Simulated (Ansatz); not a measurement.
**Ti2CdS4: one geometry, two states**

Aim: solve Ti2CdS4 (a known structure type filled with other elements, at an estimated volume) from each of its saved states, at one geometry and mesh, and see which is lowest and how they differ.

Program: Ansatz 0.2.0. Level of theory: DFT, r2SCAN, plane waves, PAW. These are calculated values, not measurements.

## (1) The structure

The structure is tetragonal, space group I-4 (No. 82). The conventional cell has a = 5.652 Å, b = 5.652 Å, c = 10.483 Å, α = 90.00°, β = 90.00°, γ = 90.00°. S (site symmetry 1) is surrounded by 2 Ti at 2.39 to 2.40 Å and 1 Cd at 2.45 Å. Around Cd (site symmetry -4) lie 4 S at 2.45 Å. Ti (site symmetry -4) is surrounded by 4 S at 2.40 Å. Ti (site symmetry -4) has 4 S at 2.39 Å as nearest neighbours.

In its conventional cell, by symmetry (the run takes the cell typed in the input):

```cif
data_structure
_symmetry_space_group_name_H-M 'I-4'
_symmetry_Int_Tables_number 82
_cell_length_a 5.6518
_cell_length_b 5.6518
_cell_length_c 10.4829
_cell_angle_alpha 90.000
_cell_angle_beta 90.000
_cell_angle_gamma 90.000
_cell_volume 334.86
loop_
_atom_site_label
_atom_site_type_symbol
_atom_site_symmetry_multiplicity
_atom_site_Wyckoff_symbol
_atom_site_fract_x
_atom_site_fract_y
_atom_site_fract_z
_atom_site_occupancy
S1 S 8 g 0.25000 0.74000 0.37000 1
Cd1 Cd 2 b 0.50000 0.50000 0.00000 1
Ti1 Ti 2 d 0.50000 0.00000 0.25000 1
Ti2 Ti 2 a 0.00000 0.00000 0.00000 1
```

The states: A, Ti6 up, Ti7 up (collinear spin); B, Ti6 up, Ti7 down (collinear spin). Each run reads its own saved solution as saved_state.

## (2) Run from state A

input.yaml reads:

```yaml
crystal:
  lattice:
    - [0.0, 5.65182278, 0.0]
    - [5.65182278, 0.0, 0.0]
    - [2.82591088, 2.82591088, -5.24144586]
  atoms:
    - { symbol: S, position: [0.37, 0.38, 0.74] }
    - { symbol: S, position: [0.62, 0.11, 0.26] }
    - { symbol: S, position: [0.89, 0.88, 0.74] }
    - { symbol: S, position: [0.12, 0.63, 0.26] }
    - { symbol: Cd, position: [0.5, 0.5, 0.0] }
    - { symbol: Ti, position: [0.75, 0.25, 0.5] }
    - { symbol: Ti, position: [0.0, 0.0, 0.0] }
kpoints:
  mp_grid: { grid: [4, 4, 4], shift: [0, 0, 0] }
  band_path:
    path:
      - [0.0, 0.0, 0.0]
      - [0.5, -0.5, 0.0]
      - [0.5, -0.5, 0.25]
      - [0.0, -0.5, 0.0]
      - [0.0, 0.0, 0.0]
      - [0.0, 0.0, 0.5]
      - [0.0, -0.35466009, 0.32266995]
      - [0.0, -0.64533991, -0.32266995]
      - [0.0, 0.0, 0.0]
      - [0.5, -0.5, 0.0]
      - [0.35466009, -0.64533991, -0.14533991]
    npoints: 6
magnetization:
  spin_polarized: true
scf:
  occupations: { method: fermi_dirac }
  lower_state_search: "off"
  max_iter: 200
hamiltonian:
  pseudopotentials: { kind: paw }
  xc: r2scan
basis:
  ecutwfc: 500
  fft_grid_basis: typed
output:
  forces: true
  stress: true
  eigenvalues: true
  bader: true
  populations: true
  elf: true
  write_potential: true
  volumetric_format: npy
  dos:
    e_range: [-12, 8]
    de: 0.05
    projected: { site_lists: { Cd: [Cd], S: [S], Ti: [Ti] } }
checkpoint:
  read: saved_state
```

## (4) State B: the run

Changes to input.yaml since step 2:

```diff
@@ -11,20 +11,6 @@
     - { symbol: Cd, position: [0.5, 0.5, 0.0] }
-    - { symbol: Ti, position: [0.75, 0.25, 0.5] }
-    - { symbol: Ti, position: [0.0, 0.0, 0.0] }
+    - { symbol: Ti, position: [0.75, 0.25, 0.5], spin: 1.0 }
+    - { symbol: Ti, position: [0.0, 0.0, 0.0], spin: -1.0 }
 kpoints:
   mp_grid: { grid: [4, 4, 4], shift: [0, 0, 0] }
-  band_path:
-    path:
-      - [0.0, 0.0, 0.0]
-      - [0.5, -0.5, 0.0]
-      - [0.5, -0.5, 0.25]
-      - [0.0, -0.5, 0.0]
-      - [0.0, 0.0, 0.0]
-      - [0.0, 0.0, 0.5]
-      - [0.0, -0.35466009, 0.32266995]
-      - [0.0, -0.64533991, -0.32266995]
-      - [0.0, 0.0, 0.0]
-      - [0.5, -0.5, 0.0]
-      - [0.35466009, -0.64533991, -0.14533991]
-    npoints: 6
 magnetization:
```

(Steps that only read results are left out.)

Before running it: what results should come out? Wanted: for each run, free energy; largest site moment; size of the net moment; gap; pressure; largest force.

**Answer**, as computed:

```csv
state,free energy (meV/atom),largest site moment (μB),size of the net moment (μB/cell),gap (eV),pressure (GPa),largest force (eV/Å),SCF cycles
A,0.0,0.81,2.00,half-metal,-0.2,1.11,12
B,15.6,0.67,0.15,metal,0.0,1.08,13
```

What this shows: State A lies lowest, 15.6 meV per atom under state B. They differ in kind: A is a half-metal, B is a metal. Every run converged, so convergence alone does not show that a state is the lowest.

Keep in mind: the k mesh is coarse for a cell without a gap.
